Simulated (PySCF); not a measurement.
**C₂H₅AlFN: NMR shifts at several levels of theory, part 1 of 2**

How much do the NMR shifts of C₂H₅AlFN (`CC#[N+][AlH2-][F]`) depend on the level of theory, and what does each level cost?

Computed with PySCF 2.14.0, with density-fitted response routines of our own, on a single molecule in the gas phase. Atoms are numbered from 0 throughout.

## 1. The starting structure

10 atoms, charge 0, multiplicity 1; geometry from: PBE0-D3(BJ)/def2-SVP.

Bonds of the start (Å): C0–C1 1.45, C1–N2 1.15, N2–Al3 2.04, Al3–F4 1.69, C0–H5 1.10, C0–H6 1.10, C0–H7 1.10, Al3–H8 1.60, Al3–H9 1.60.

## 2. Nuclear shieldings: HF/pcSseg-2

What the job is given:

```
{"job": {"kind": "nmr", "xc": "HF", "basis": "pcSseg-2", "pop": false}, "charge": 0, "multiplicity": 1}
C     -2.188940     0.135243    -0.182581
C     -0.750649     0.056597    -0.067146
N      0.394419    -0.011113     0.026257
Al     2.429150    -0.112933     0.187619
F      2.532556    -1.609756     0.959291
H     -2.530512     1.139297     0.107061
H     -2.651318    -0.608603     0.482208
H     -2.490591    -0.068186    -1.219879
H      2.688443     1.160584     1.113406
H      2.820975    -0.103834    -1.359230
```

Method: GIAO HF/pcSseg-2 NMR shielding, non-relativistic, gas phase.

Launch:

```console
$ OMP_NUM_THREADS=1 python probes_run.py task.json out
```

The driver reads the jobs from task.json and runs them one after another.

The log of the run:

```text
final grid: 83768 points
cycle   1  E = -474.4994060553  dE =  2.640e-01  |g| = 7.226e-01  |ddm| = 2.204e+00
cycle   2  E = -474.5877206041  dE = -8.831e-02  |g| = 5.376e-01  |ddm| = 6.180e-01
cycle   3  E = -474.6362106092  dE = -4.849e-02  |g| = 7.762e-02  |ddm| = 2.704e-01
cycle   4  E = -474.6380690342  dE = -1.858e-03  |g| = 4.420e-02  |ddm| = 8.737e-02
cycle   5  E = -474.6384769319  dE = -4.079e-04  |g| = 7.605e-03  |ddm| = 2.840e-02
cycle   6  E = -474.6384981979  dE = -2.127e-05  |g| = 3.186e-03  |ddm| = 7.234e-03
cycle   7  E = -474.6385013878  dE = -3.190e-06  |g| = 7.149e-04  |ddm| = 3.359e-03
cycle   8  E = -474.6385015534  dE = -1.656e-07  |g| = 1.266e-04  |ddm| = 9.055e-04
cycle   9  E = -474.6385015590  dE = -5.612e-09  |g| = 2.100e-05  |ddm| = 1.780e-04
cycle  10  E = -474.6385015592  dE = -1.868e-10  |g| = 5.698e-06  |ddm| = 3.606e-05
converged SCF energy = -474.6385015592

GIAO shielding tensors (ppm)
atom      isotropic    diamagn.    paramagn.     s11        s22        s33       span
  0 C      190.630     237.622     -46.992    184.643    184.980    202.266     17.623
  1 C       61.133     273.147    -212.014    -49.237    -47.549    280.186    329.423
  2 N       22.445     340.485    -318.041   -128.480   -128.337    324.151    452.630
  3 Al     494.372     788.168    -293.796    426.472    498.552    558.091    131.619
  4 F      402.170     470.113     -67.943    364.825    409.654    432.030     67.205
  5 H       29.414      27.490       1.924     24.600     27.040     36.603     12.004
  6 H       29.349      27.481       1.867     24.515     27.103     36.428     11.913
  7 H       29.403      27.489       1.914     24.582     27.044     36.582     12.001
  8 H       28.026      28.672      -0.646     25.406     26.304     32.369      6.962
  9 H       28.027      28.670      -0.643     25.407     26.303     32.370      6.963
```

Run time: 13 s. Hardware: 1 thread of Arm Neoverse V1, shared host; peak memory 0.92 GiB.

Shifts follow as δ = σ(reference) − σ, with reference shieldings (ppm) from runs at the same level and on the same kind of geometry: 1H TMS 31.68, 13C TMS 191.5, 19F CFCl3 245.3, 15N NH3 260.7, 27Al AlH4- 511.7. The references are single molecules in the gas phase, so shifts against H2O, NH3, PH3, H3PO4 or CFCl3 are not on the usual liquid scales and can be off by tens of ppm. Shifts against hydride references such as AlH4− lie on their own scale. Atoms listed in one row are averaged.

| atoms | environment | σ (ppm) | δ (ppm) |
| --- | --- | --- | --- |
| C1 | nitrilium-type carbon | 61.1 | 130.3 |
| C0 | methyl carbon α to a nitrile | 190.6 | 0.8 |
| H8, H9 | hydrogen on an aluminium bonded to F, N | 28.03 | 3.66 |
| H5, H6, H7 | hydrogen on a methyl carbon α to a nitrile | 29.39 | 2.29 |
| N2 | donor nitrogen of a Lewis adduct | 22.4 | 238.3 |
| Al3 | aluminium bonded to F, N, 2 H | 494.4 | 17.3 |
| F4 | fluorine bonded to Al | 402.2 | -156.9 |

## 3. Nuclear shieldings: LDA/pcSseg-2

The job, as its differences from that of step 2:

```diff
@@ -1,2 +1,2 @@
-{"job": {"kind": "nmr", "xc": "HF", "basis": "pcSseg-2", "pop": false}, "charge": 0, "multiplicity": 1}
+{"job": {"kind": "nmr", "xc": "LDA", "basis": "pcSseg-2", "pop": false}, "charge": 0, "multiplicity": 1}
 C     -2.188940     0.135243    -0.182581
```

With the program's defaults for keys left out, this is: GIAO LDA/pcSseg-2 NMR shielding, non-relativistic, gas phase.

The log of the run:

```text
coarse grid: 9048 points
cycle   1  E = -473.4351659584  dE =  1.997e-01  |g| = 7.831e-01  |ddm| = 2.515e+00
cycle   2  E = -472.6824673833  dE =  7.527e-01  |g| = 2.184e+00  |ddm| = 1.734e+00
cycle   3  E = -473.5381542175  dE = -8.557e-01  |g| = 2.347e-01  |ddm| = 1.425e+00
cycle   4  E = -473.5460146896  dE = -7.860e-03  |g| = 1.575e-01  |ddm| = 2.031e-01
cycle   5  E = -473.5495462961  dE = -3.532e-03  |g| = 1.046e-01  |ddm| = 1.036e-01
cycle   6  E = -473.5515921265  dE = -2.046e-03  |g| = 1.499e-02  |ddm| = 4.627e-02
cycle   7  E = -473.5516398819  dE = -4.776e-05  |g| = 4.235e-03  |ddm| = 1.050e-02
cycle   8  E = -473.5516427634  dE = -2.881e-06  |g| = 1.233e-03  |ddm| = 2.708e-03
final grid: 83768 points
cycle   9  E = -473.5515184896  dE = -6.978e-05  |g| = 4.797e-03  |ddm| = 3.095e-02
cycle  10  E = -473.5514980555  dE =  2.043e-05  |g| = 1.080e-02  |ddm| = 7.892e-03
cycle  11  E = -473.5515208856  dE = -2.283e-05  |g| = 3.458e-03  |ddm| = 5.783e-03
cycle  12  E = -473.5515234265  dE = -2.541e-06  |g| = 5.559e-04  |ddm| = 1.692e-03
cycle  13  E = -473.5515234604  dE = -3.392e-08  |g| = 2.696e-04  |ddm| = 3.525e-04
cycle  14  E = -473.5515234730  dE = -1.266e-08  |g| = 1.995e-05  |ddm| = 1.351e-04
cycle  15  E = -473.5515234731  dE = -5.241e-11  |g| = 8.741e-06  |ddm| = 1.919e-05
converged SCF energy = -473.5515234731

GIAO shielding tensors (ppm)
atom      isotropic    diamagn.    paramagn.     s11        s22        s33       span
  0 C      182.322     242.853     -60.531    172.514    173.373    201.080     28.566
  1 C       50.291     268.131    -217.840    -52.249    -49.942    253.065    305.313
  2 N       10.923     337.832    -326.909   -144.523   -140.291    317.584    462.107
  3 Al     414.790     792.201    -377.411    332.941    433.847    477.581    144.639
  4 F      364.485     467.182    -102.697    307.716    380.203    405.534     97.819
  5 H       28.669      27.506       1.163     24.036     26.485     35.485     11.449
  6 H       28.573      27.473       1.100     23.952     26.580     35.186     11.235
  7 H       28.661      27.503       1.157     24.009     26.493     35.480     11.471
  8 H       26.221      27.684      -1.463     23.685     24.465     30.511      6.826
  9 H       26.223      27.682      -1.459     23.689     24.466     30.513      6.825
```

Wall time 26 s (1 thread of Arm Neoverse V1, shared host); peak memory 0.76 GiB.

This run: δ C1 130.0, C0 -2.0, N2 255.8, Al3 50.3, H8 4.55, H5 2.14 ppm (means over like atoms).

## 4. NMR shieldings: PBE/pcSseg-2

The job, as its differences from that of step 3:

```diff
@@ -1,2 +1,2 @@
-{"job": {"kind": "nmr", "xc": "LDA", "basis": "pcSseg-2", "pop": false}, "charge": 0, "multiplicity": 1}
+{"job": {"kind": "nmr", "xc": "PBE", "basis": "pcSseg-2", "pop": false}, "charge": 0, "multiplicity": 1}
 C     -2.188940     0.135243    -0.182581
```

With the program's defaults for keys left out, this is: GIAO PBE/pcSseg-2 NMR shielding, non-relativistic, gas phase.

The log of the run:

```text
coarse grid: 9048 points
cycle   1  E = -475.8894666657  dE =  2.173e-01  |g| = 8.035e-01  |ddm| = 2.300e+00
cycle   2  E = -475.0711330148  dE =  8.183e-01  |g| = 2.255e+00  |ddm| = 1.865e+00
cycle   3  E = -475.9982243211  dE = -9.271e-01  |g| = 2.211e-01  |ddm| = 1.566e+00
cycle   4  E = -476.0054087380  dE = -7.184e-03  |g| = 1.566e-01  |ddm| = 2.123e-01
cycle   5  E = -476.0087209063  dE = -3.312e-03  |g| = 1.081e-01  |ddm| = 1.045e-01
cycle   6  E = -476.0109467291  dE = -2.226e-03  |g| = 1.560e-02  |ddm| = 4.923e-02
cycle   7  E = -476.0110002587  dE = -5.353e-05  |g| = 4.317e-03  |ddm| = 1.124e-02
cycle   8  E = -476.0110033801  dE = -3.121e-06  |g| = 1.206e-03  |ddm| = 2.910e-03
final grid: 83768 points
cycle   9  E = -476.0208943022  dE = -9.977e-05  |g| = 8.218e-03  |ddm| = 4.456e-02
cycle  10  E = -476.0208756548  dE =  1.865e-05  |g| = 1.186e-02  |ddm| = 1.378e-02
cycle  11  E = -476.0209070778  dE = -3.142e-05  |g| = 4.625e-03  |ddm| = 8.293e-03
cycle  12  E = -476.0209115445  dE = -4.467e-06  |g| = 6.229e-04  |ddm| = 2.154e-03
cycle  13  E = -476.0209115922  dE = -4.770e-08  |g| = 3.554e-04  |ddm| = 4.160e-04
cycle  14  E = -476.0209116121  dE = -1.993e-08  |g| = 3.616e-05  |ddm| = 1.722e-04
cycle  15  E = -476.0209116123  dE = -1.660e-10  |g| = 1.667e-05  |ddm| = 3.031e-05
converged SCF energy = -476.0209116123

GIAO shielding tensors (ppm)
atom      isotropic    diamagn.    paramagn.     s11        s22        s33       span
  0 C      179.437     243.177     -63.740    170.186    170.910    197.214     27.028
  1 C       55.262     267.369    -212.106    -47.357    -45.091    258.235    305.592
  2 N       16.566     337.284    -320.718   -135.474   -132.464    317.637    453.112
  3 Al     438.927     791.719    -352.791    363.230    456.821    496.731    133.501
  4 F      368.060     468.101    -100.041    314.271    386.096    403.812     89.541
  5 H       29.051      28.008       1.044     24.557     26.992     35.604     11.048
  6 H       28.965      28.003       0.962     24.473     27.086     35.338     10.865
  7 H       29.043      28.011       1.032     24.534     26.998     35.597     11.062
  8 H       26.943      28.339      -1.397     24.405     25.182     31.241      6.836
  9 H       26.945      28.337      -1.393     24.408     25.183     31.243      6.835
```

Run time: 30 s. Hardware: 1 thread of Arm Neoverse V1, shared host; peak memory 0.83 GiB.

This run: δ C1 124.1, C0 0.0, N2 244.5, Al3 39.5, H8 4.23, H5 2.16 ppm (means over like atoms).

## 5. NMR shieldings: BLYP/pcSseg-2

The job, as its differences from that of step 4:

```diff
@@ -1,2 +1,2 @@
-{"job": {"kind": "nmr", "xc": "PBE", "basis": "pcSseg-2", "pop": false}, "charge": 0, "multiplicity": 1}
+{"job": {"kind": "nmr", "xc": "BLYP", "basis": "pcSseg-2", "pop": false}, "charge": 0, "multiplicity": 1}
 C     -2.188940     0.135243    -0.182581
```

Method: GIAO BLYP/pcSseg-2 NMR shielding, non-relativistic, gas phase.

The log of the run:

```text
coarse grid: 9048 points
cycle   1  E = -476.2356870807  dE =  2.210e-01  |g| = 8.553e-01  |ddm| = 2.294e+00
cycle   2  E = -475.2962228378  dE =  9.395e-01  |g| = 2.418e+00  |ddm| = 2.020e+00
cycle   3  E = -476.3564819769  dE = -1.060e+00  |g| = 2.405e-01  |ddm| = 1.718e+00
cycle   4  E = -476.3661584933  dE = -9.677e-03  |g| = 1.557e-01  |ddm| = 2.360e-01
cycle   5  E = -476.3690996856  dE = -2.941e-03  |g| = 1.165e-01  |ddm| = 1.087e-01
cycle   6  E = -476.3716690301  dE = -2.569e-03  |g| = 1.755e-02  |ddm| = 5.284e-02
cycle   7  E = -476.3717378206  dE = -6.879e-05  |g| = 4.824e-03  |ddm| = 1.263e-02
cycle   8  E = -476.3717416642  dE = -3.844e-06  |g| = 1.276e-03  |ddm| = 3.184e-03
final grid: 83768 points
cycle   9  E = -476.3827405193  dE = -8.287e-05  |g| = 7.397e-03  |ddm| = 3.844e-02
cycle  10  E = -476.3827166639  dE =  2.386e-05  |g| = 1.301e-02  |ddm| = 1.230e-02
cycle  11  E = -476.3827488312  dE = -3.217e-05  |g| = 4.511e-03  |ddm| = 7.847e-03
cycle  12  E = -476.3827529273  dE = -4.096e-06  |g| = 9.804e-04  |ddm| = 2.277e-03
cycle  13  E = -476.3827530672  dE = -1.399e-07  |g| = 4.032e-04  |ddm| = 5.930e-04
cycle  14  E = -476.3827530971  dE = -2.994e-08  |g| = 4.066e-05  |ddm| = 2.075e-04
cycle  15  E = -476.3827530974  dE = -2.518e-10  |g| = 2.033e-05  |ddm| = 3.477e-05
converged SCF energy = -476.3827530974

GIAO shielding tensors (ppm)
atom      isotropic    diamagn.    paramagn.     s11        s22        s33       span
  0 C      175.440     239.965     -64.525    166.443    167.119    192.760     26.317
  1 C       52.539     266.133    -213.594    -51.678    -49.527    258.821    310.499
  2 N       13.681     334.889    -321.208   -139.422   -136.564    317.030    456.452
  3 Al     437.636     791.463    -353.827    361.542    455.419    495.947    134.404
  4 F      367.596     468.838    -101.243    315.000    384.967    402.820     87.821
  5 H       29.214      28.148       1.066     24.827     27.264     35.552     10.725
  6 H       29.130      28.131       0.999     24.741     27.355     35.295     10.554
  7 H       29.205      28.148       1.057     24.806     27.268     35.542     10.736
  8 H       27.272      28.649      -1.376     24.751     25.524     31.543      6.793
  9 H       27.274      28.646      -1.372     24.753     25.524     31.545      6.792
```

Wall time 30 s (1 thread of Arm Neoverse V1, shared host); peak memory 0.83 GiB.

In short: δ C1 122.5, C0 -0.4, N2 243.9, Al3 35.2, H8 4.10, H5 2.19 ppm (means over like atoms).

## 6. NMR shieldings: BP86/pcSseg-2

The job, as its differences from that of step 5:

```diff
@@ -1,2 +1,2 @@
-{"job": {"kind": "nmr", "xc": "BLYP", "basis": "pcSseg-2", "pop": false}, "charge": 0, "multiplicity": 1}
+{"job": {"kind": "nmr", "xc": "BP86", "basis": "pcSseg-2", "pop": false}, "charge": 0, "multiplicity": 1}
 C     -2.188940     0.135243    -0.182581
```

Method: GIAO BP86/pcSseg-2 NMR shielding, non-relativistic, gas phase.

The log of the run:

```text
coarse grid: 9048 points
cycle   1  E = -476.3151589518  dE =  2.177e-01  |g| = 8.096e-01  |ddm| = 2.287e+00
cycle   2  E = -475.4967542796  dE =  8.184e-01  |g| = 2.257e+00  |ddm| = 1.789e+00
cycle   3  E = -476.4256814648  dE = -9.289e-01  |g| = 2.189e-01  |ddm| = 1.497e+00
cycle   4  E = -476.4325901760  dE = -6.909e-03  |g| = 1.561e-01  |ddm| = 2.087e-01
cycle   5  E = -476.4359553659  dE = -3.365e-03  |g| = 1.065e-01  |ddm| = 1.037e-01
cycle   6  E = -476.4381019445  dE = -2.147e-03  |g| = 1.566e-02  |ddm| = 4.798e-02
cycle   7  E = -476.4381546137  dE = -5.267e-05  |g| = 4.606e-03  |ddm| = 1.108e-02
cycle   8  E = -476.4381581196  dE = -3.506e-06  |g| = 1.204e-03  |ddm| = 2.958e-03
final grid: 83768 points
cycle   9  E = -476.4469716168  dE = -9.117e-05  |g| = 5.577e-03  |ddm| = 4.082e-02
cycle  10  E = -476.4469567699  dE =  1.485e-05  |g| = 9.742e-03  |ddm| = 8.319e-03
cycle  11  E = -476.4469739354  dE = -1.717e-05  |g| = 4.422e-03  |ddm| = 5.945e-03
cycle  12  E = -476.4469780809  dE = -4.145e-06  |g| = 6.156e-04  |ddm| = 2.081e-03
cycle  13  E = -476.4469780897  dE = -8.812e-09  |g| = 3.145e-04  |ddm| = 3.869e-04
cycle  14  E = -476.4469781060  dE = -1.629e-08  |g| = 5.644e-05  |ddm| = 1.738e-04
cycle  15  E = -476.4469781065  dE = -4.710e-10  |g| = 1.274e-05  |ddm| = 3.510e-05
converged SCF energy = -476.4469781065

GIAO shielding tensors (ppm)
atom      isotropic    diamagn.    paramagn.     s11        s22        s33       span
  0 C      178.769     242.683     -63.914    169.603    170.321    196.381     26.778
  1 C       55.538     267.581    -212.043    -47.134    -44.911    258.660    305.794
  2 N       17.367     336.331    -318.964   -134.366   -131.252    317.719    452.084
  3 Al     439.752     791.831    -352.079    364.448    457.542    497.266    132.817
  4 F      369.351     467.910     -98.559    316.658    386.795    404.601     87.943
  5 H       29.092      27.931       1.161     24.615     27.052     35.609     10.994
  6 H       29.008      27.918       1.090     24.535     27.142     35.347     10.812
  7 H       29.084      27.933       1.150     24.591     27.057     35.602     11.011
  8 H       27.022      28.445      -1.424     24.488     25.267     31.310      6.822
  9 H       27.023      28.443      -1.419     24.491     25.268     31.312      6.821
```

Run time: 30 s. Hardware: 1 thread of Arm Neoverse V1, shared host; peak memory 0.83 GiB.

In short: δ C1 123.6, C0 0.4, N2 241.9, Al3 36.8, H8 4.21, H5 2.17 ppm (means over like atoms).

## 7. NMR shieldings: OPBE/pcSseg-2

The job, as its differences from that of step 6:

```diff
@@ -1,2 +1,2 @@
-{"job": {"kind": "nmr", "xc": "BP86", "basis": "pcSseg-2", "pop": false}, "charge": 0, "multiplicity": 1}
+{"job": {"kind": "nmr", "xc": "OPBE", "basis": "pcSseg-2", "pop": false}, "charge": 0, "multiplicity": 1}
 C     -2.188940     0.135243    -0.182581
```

Method: GIAO OPBE/pcSseg-2 NMR shielding, non-relativistic, gas phase.

The log of the run:

```text
coarse grid: 9048 points
cycle   1  E = -476.1220456781  dE =  2.090e-01  |g| = 8.046e-01  |ddm| = 2.335e+00
cycle   2  E = -475.2130820300  dE =  9.090e-01  |g| = 2.311e+00  |ddm| = 2.086e+00
cycle   3  E = -476.2331530068  dE = -1.020e+00  |g| = 1.902e-01  |ddm| = 1.808e+00
cycle   4  E = -476.2396459357  dE = -6.493e-03  |g| = 1.280e-01  |ddm| = 2.127e-01
cycle   5  E = -476.2421049283  dE = -2.459e-03  |g| = 8.264e-02  |ddm| = 8.535e-02
cycle   6  E = -476.2434180704  dE = -1.313e-03  |g| = 2.090e-02  |ddm| = 4.240e-02
cycle   7  E = -476.2435135185  dE = -9.545e-05  |g| = 4.239e-03  |ddm| = 1.302e-02
cycle   8  E = -476.2435170072  dE = -3.489e-06  |g| = 1.380e-03  |ddm| = 3.412e-03
final grid: 83768 points
cycle   9  E = -476.2459337551  dE = -2.202e-04  |g| = 2.035e-02  |ddm| = 8.596e-02
cycle  10  E = -476.2457857688  dE =  1.480e-04  |g| = 3.572e-02  |ddm| = 2.498e-02
cycle  11  E = -476.2459764513  dE = -1.907e-04  |g| = 7.934e-03  |ddm| = 1.818e-02
cycle  12  E = -476.2459862570  dE = -9.806e-06  |g| = 3.977e-03  |ddm| = 4.737e-03
cycle  13  E = -476.2459893878  dE = -3.131e-06  |g| = 3.900e-04  |ddm| = 1.790e-03
cycle  14  E = -476.2459894248  dE = -3.707e-08  |g| = 1.134e-04  |ddm| = 3.207e-04
cycle  15  E = -476.2459894277  dE = -2.879e-09  |g| = 1.746e-05  |ddm| = 8.941e-05
cycle  16  E = -476.2459894278  dE = -5.900e-11  |g| = 4.695e-06  |ddm| = 1.648e-05
converged SCF energy = -476.2459894278

GIAO shielding tensors (ppm)
atom      isotropic    diamagn.    paramagn.     s11        s22        s33       span
  0 C      182.494     248.658     -66.164    173.310    173.960    200.212     26.902
  1 C       63.404     269.964    -206.560    -36.738    -34.760    261.708    298.446
  2 N       26.576     342.121    -315.546   -120.817   -117.883    318.428    439.245
  3 Al     464.184     791.563    -327.379    393.277    480.149    519.125    125.849
  4 F      378.005     468.357     -90.352    327.741    396.028    410.245     82.504
  5 H       29.066      28.214       0.851     24.538     26.945     35.714     11.176
  6 H       28.985      28.259       0.725     24.455     27.037     35.463     11.007
  7 H       29.058      28.228       0.830     24.516     26.950     35.708     11.192
  8 H       27.169      28.462      -1.293     24.627     25.409     31.470      6.844
  9 H       27.171      28.460      -1.289     24.630     25.410     31.472      6.843
```

Wall time 31 s (1 thread of Arm Neoverse V1, shared host); peak memory 0.83 GiB.

Key values: δ C1 121.0, C0 1.9, N2 236.2, Al3 32.6, H8 4.03, H5 2.16 ppm (means over like atoms).

## 8. NMR shieldings: KT2/pcSseg-2

The job, as its differences from that of step 7:

```diff
@@ -1,2 +1,2 @@
-{"job": {"kind": "nmr", "xc": "OPBE", "basis": "pcSseg-2", "pop": false}, "charge": 0, "multiplicity": 1}
+{"job": {"kind": "nmr", "xc": "KT2", "basis": "pcSseg-2", "pop": false}, "charge": 0, "multiplicity": 1}
 C     -2.188940     0.135243    -0.182581
```

Method: GIAO KT2/pcSseg-2 NMR shielding, non-relativistic, gas phase.

The log of the run:

```text
coarse grid: 9048 points
cycle   1  E = -482.0351257141  dE =  2.645e-01  |g| = 9.020e-01  |ddm| = 2.300e+00
cycle   2  E = -480.2530533009  dE =  1.782e+00  |g| = 3.127e+00  |ddm| = 2.676e+00
cycle   3  E = -482.1588224572  dE = -1.906e+00  |g| = 3.240e-01  |ddm| = 2.440e+00
cycle   4  E = -482.1607827272  dE = -1.960e-03  |g| = 3.472e-01  |ddm| = 3.817e-01
cycle   5  E = -482.1809880345  dE = -2.021e-02  |g| = 1.322e-01  |ddm| = 1.928e-01
cycle   6  E = -482.1850576128  dE = -4.070e-03  |g| = 2.292e-02  |ddm| = 7.181e-02
cycle   7  E = -482.1851590896  dE = -1.015e-04  |g| = 4.694e-03  |ddm| = 1.697e-02
cycle   8  E = -482.1851647120  dE = -5.622e-06  |g| = 1.075e-03  |ddm| = 4.611e-03
final grid: 83768 points
cycle   9  E = -482.2066375560  dE = -3.312e-04  |g| = 2.179e-02  |ddm| = 1.779e-01
cycle  10  E = -482.2064578380  dE =  1.797e-04  |g| = 3.956e-02  |ddm| = 2.879e-02
cycle  11  E = -482.2066982961  dE = -2.405e-04  |g| = 4.965e-03  |ddm| = 2.017e-02
cycle  12  E = -482.2067004511  dE = -2.155e-06  |g| = 2.850e-03  |ddm| = 3.495e-03
cycle  13  E = -482.2067022110  dE = -1.760e-06  |g| = 6.702e-04  |ddm| = 1.520e-03
cycle  14  E = -482.2067023085  dE = -9.757e-08  |g| = 1.493e-04  |ddm| = 5.012e-04
cycle  15  E = -482.2067023137  dE = -5.151e-09  |g| = 1.687e-05  |ddm| = 1.208e-04
cycle  16  E = -482.2067023137  dE = -6.139e-11  |g| = 3.946e-06  |ddm| = 2.045e-05
converged SCF energy = -482.2067023137

GIAO shielding tensors (ppm)
atom      isotropic    diamagn.    paramagn.     s11        s22        s33       span
  0 C      181.672     241.218     -59.547    172.519    173.318    199.177     26.658
  1 C       65.880     267.212    -201.332    -32.606    -30.055    260.300    292.906
  2 N       30.255     331.969    -301.713   -115.235   -112.909    318.910    434.146
  3 Al     452.039     794.400    -342.361    379.215    467.393    509.508    130.292
  4 F      366.717     468.896    -102.179    309.263    386.471    404.417     95.154
  5 H       28.987      27.687       1.300     24.414     26.915     35.631     11.216
  6 H       28.899      27.683       1.216     24.329     27.005     35.364     11.035
  7 H       28.980      27.690       1.289     24.393     26.919     35.628     11.235
  8 H       26.940      28.339      -1.399     24.398     25.181     31.241      6.842
  9 H       26.942      28.337      -1.395     24.401     25.182     31.243      6.841
```

It took 31 s on 1 thread of Arm Neoverse V1, shared host; peak memory 0.77 GiB.

Key values: δ C1 116.4, C0 0.6, N2 229.9, Al3 40.9, H8 4.24, H5 2.22 ppm (means over like atoms).

(Continued in part 2 of 2.)
